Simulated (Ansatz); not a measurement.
Crystal: As.

```
As
1.0
     4.56640    0.00000    0.00000
    -2.28320    3.95462    0.00000
     0.00000    0.00000    2.83374
As
2
Direct
  0.33333 0.66667 0.00000
  0.66667 0.33333 0.00000
```

The cell was built by a generator and needn't be a form met in nature.

* Program: Ansatz 0.2.0
* Task: relaxation of cell and atoms
* Functional: HSE03
* Potentials or basis: Ansatz PAW
* Cutoff: 420 eV (not typed: the program's choice for these potentials)
* k mesh: 4 × 4 × 5
* Occupations: fermi-dirac, width 0.05 eV
* Spin: no spin polarisation

At the start: volume 25.59 Å³/atom.

Q: Where does the relaxation end?

A: It ends after 8 steps and the volume is 24.63 Å³/atom (-3.7 %); space group P6/mmm (No. 191, to 0.05 Å).

The path:
```
step  energy change (eV)  largest force (eV/Å)  volume (Å³)
   1              0.0000                0.0000        51.17
   2             -0.0433                0.0000        48.98
   3             -0.0520                0.0000        49.30
   4             -0.0530                0.0000        49.22
   5             -0.0536                0.0000        49.19
   6             -0.0536                0.0000        49.27
   7             -0.0536                0.0000        49.26
   8             -0.0532                0.0000        49.26
```

Final structure:
```yaml
crystal:
  lattice:
    - [4.45063, 0.00000, 0.00000]
    - [-2.22532, 3.85436, 0.00000]
    - [0.00000, 0.00000, 2.87168]
  atoms:
    - { symbol: As, position: [0.33333, 0.66667, 0.00000] }
    - { symbol: As, position: [0.66667, 0.33333, 0.00000] }
```

Caveat: the k mesh is coarse (spacing up to 0.44 Å⁻¹), so the values aren't converged, least of all with exact exchange; the plane-wave basis is chosen anew once the cell has moved, so the energies of steps on either side of that aren't comparable; the PAW data sets come from PBE, with cores solved anew for the run's functional, which leaves a small shift of forces and pressure.
